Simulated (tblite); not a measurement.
# C6H16BN: the cost of one run

Programs: tblite 0.8.0 and PySCF 2.14.0, with density-fitted response routines of our own. Each step states its level of theory. These are calculated values for one molecule, in the gas phase or a continuum, unless marked as measured. Atoms count from 0, in the outputs and in this text.

### Step 1. The molecule as given

24 atoms, charge 0, multiplicity 1; geometry from: force field or distance geometry start.

Bonds of the start (Å): C0–N1 1.45, N1–C2 1.46, N1–B3 1.52, B3–C4 1.59, C4–C5 1.49, C4–C6 1.53, C4–C7 1.52, C0–H8 1.11, C0–H9 1.12, C0–H10 1.10, C2–H11 1.11, C2–H12 1.09, C2–H13 1.11, B3–H14 1.19, C5–H15 1.12, C5–H16 1.11, C5–H17 1.10, C6–H18 1.10, C6–H19 1.10, C6–H20 1.10, C7–H21 1.10, C7–H22 1.11, C7–H23 1.13.

### Step 2. Relaxing the molecule with GFN2-xTB

The job: settings as JSON, then the geometry in Å.

```
{"job": {"kind": "relax", "xc": "GFN2-xTB", "basis": "xTB"}, "charge": 0, "multiplicity": 1}
C      2.404100     1.471100     0.193300
N      1.481700     0.382400     0.464000
C      2.195000    -0.890100     0.512200
B      0.330300     0.383100    -0.526100
C     -1.124800    -0.135400    -0.168800
C     -1.208200    -0.984700     1.050600
C     -1.604800    -0.941300    -1.375900
C     -2.088000     1.034000    -0.033300
H      3.163400     1.198600    -0.566500
H      2.972800     1.658700     1.137400
H      1.887300     2.376500    -0.170200
H      2.741900    -0.925300     1.479300
H      2.910100    -1.006400    -0.308800
H      1.515600    -1.766400     0.485700
H      0.374000     1.252500    -1.331500
H     -2.232300    -0.831100     1.486000
H     -1.171400    -2.046000     0.723100
H     -0.459700    -0.760900     1.824700
H     -2.600600    -1.336500    -1.110200
H     -1.626900    -0.241000    -2.230200
H     -0.901500    -1.772100    -1.546800
H     -1.643600     1.800200     0.626200
H     -2.280100     1.417400    -1.057300
H     -3.046100     0.682400     0.450800
```

On the command line:

```
$ OMP_NUM_THREADS=1 python probes_run.py task.json out
```

The driver reads the jobs from task.json and runs them one after another.

**Question.** How long does this first job take on 1 thread of Arm Neoverse V1, shared host?

About 1.4 s.
